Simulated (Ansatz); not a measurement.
# H2NTi: the cost of one run

Program: Ansatz 0.2.0, Gaussian basis. Level of theory: def2-TZVPP, core rule «outside noble gas», up to 10 orbitals frozen. These are calculated values, not measurements.

To be run: UHF; CCSD(T) on ROHF; CCSD(T) on UHF; CCSDT(Q) on ROHF; CCSDT(Q) on UHF.

6 further runs of the same task are left out: 3 for a known fault of the program, 3 set aside as unsound or not needed.

**1. The geometry**

The geometry is a PBE0/def2-TZVP stationary point (not a proven minimum) of the parent state, kept for this charge and spin.

4 atoms, charge 1, spin multiplicity 3.

Atoms are counted from 1 here; the program's logs count them from 0.

Bond lengths: Ti1–N2 2.213 Å, N2–H3 1.023 Å, N2–H4 1.024 Å. Angles: Ti1–N2–H3 125.8°, Ti1–N2–H4 126.9°, H3–N2–H4 107.3°.

As a file:

```xyz
4
charge 1, multiplicity 3
Ti    0.00000   -0.00001    0.57413
N     0.00000   -0.00067   -1.63882
H     0.00000    0.82910   -2.23776
H     0.00000   -0.81955   -2.25394
```

**2. UHF**

in.yaml reads:

```yaml
crystal:
  periodic: [false, false, false]
  atoms:
    - {symbol: Ti, position_ang: [0.000000, -0.000006, 0.574128]}
    - {symbol: N, position_ang: [0.000000, -0.000668, -1.638816]}
    - {symbol: H, position_ang: [0.000000, 0.829097, -2.237756]}
    - {symbol: H, position_ang: [0.000000, -0.819548, -2.253941]}
basis:
  gaussian: {orbitals: def2-TZVPP}
total_charge: 1
magnetization: {spin_polarized: true, initial_magnetization: 2}
hamiltonian: {xc: hf}
output: {orbitals: {seedname: orbitals}}
```

Launch:

```sh
$ ansatz run in.yaml --threads 1 --pin off --events-out ev --progress --plain --max-ram 4096MiB --backend cpu
```

Q: Estimate wall time and peak memory on 1 thread of AMD EPYC 7R13, shared host.

About 1.7 min, with a peak of 0.32 GiB.
